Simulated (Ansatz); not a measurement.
# ClFH₃NOTi: how energies converge with the basis set

An exercise on one series of results from a longer session: the logs are not shown, and one member is left open.

Method: one geometry, several basis sets; program: Ansatz 0.2.0, Gaussian basis.

The runs, in order: PBE0-D4/def2-SVP; ωB97M-V/def2-SVP; PBE0-D4/def2-QZVPP; ωB97M-V/def2-QZVPP; the functionals' def2-TZVPP values are taken from earlier runs.

### The relaxed structure

An earlier PBE0-D4 in a triple-zeta def2 set relaxation fixed the geometry.

SMILES `[NH2][Ti]([OH])([F])[Cl]`, 8 atoms, charge 0, spin multiplicity 1.

Atoms are counted from 1 here; the program's logs count them from 0.

Bond lengths: N1–Ti2 1.854 Å, N1–H6 1.010 Å, N1–H7 1.011 Å, Ti2–O3 1.765 Å, Ti2–F4 1.759 Å, Ti2–Cl5 2.218 Å, O3–H8 0.957 Å. Angles: Ti2–N1–H6 124.3°, Ti2–N1–H7 124.5°, H6–N1–H7 111.2°, N1–Ti2–O3 106.6°, N1–Ti2–F4 109.0°, N1–Ti2–Cl5 110.0°, O3–Ti2–F4 114.3°, O3–Ti2–Cl5 110.1°, F4–Ti2–Cl5 106.8°, Ti2–O3–H8 145.1°.

Set-up of the first run:

in.yaml

```yaml
crystal:
  periodic: [false, false, false]
  atoms:
    - {symbol: N, position_ang: [-1.061816, 0.916497, 0.144941]}
    - {symbol: Ti, position_ang: [0.381359, -0.136813, -0.351148]}
    - {symbol: O, position_ang: [0.480878, -1.443069, 0.830923]}
    - {symbol: F, position_ang: [0.151973, -0.676501, -2.009812]}
    - {symbol: Cl, position_ang: [2.244928, 1.064923, -0.318094]}
    - {symbol: H, position_ang: [-1.517479, 0.869226, 1.045527]}
    - {symbol: H, position_ang: [-1.475347, 1.631980, -0.437423]}
    - {symbol: H, position_ang: [0.887704, -2.283445, 1.039385]}
basis:
  gaussian: {orbitals: def2-SVP}
hamiltonian: {xc: pbe0, dispersion: d4}
output: {orbitals: {seedname: orbitals}}
```

Run with:

```bash
$ ansatz run in.yaml --threads 4 --pin off --events-out ev --progress --plain --max-ram 10444MiB
```

Among the steps run: PBE0-D4 in def2-SVP; ωB97M-V in def2-SVP; PBE0-D4 in def2-QZVPP; ωB97M-V in def2-QZVPP.

One table of the session follows, with a row left open; its other results are not shown here.

It belongs to the step «Density functionals: the series». 

```
functional       basis  HOMO (eV)  LUMO (eV)
   PBE0-D4    def2-SVP      -7.86      -2.08
   PBE0-D4  def2-TZVPP      -8.10      -2.19
   PBE0-D4  def2-QZVPP      -8.13      -2.22
   ωB97M-V    def2-SVP     -10.12       0.25
   ωB97M-V  def2-TZVPP     -10.39       0.08
   ωB97M-V  def2-QZVPP          ?          ?
```

**Question.** Estimate the row for ωB97M-V, def2-QZVPP.

As computed: HOMO (eV): -10.43; LUMO (eV): 0.04. In the column «HOMO (eV)» it is the lowest.
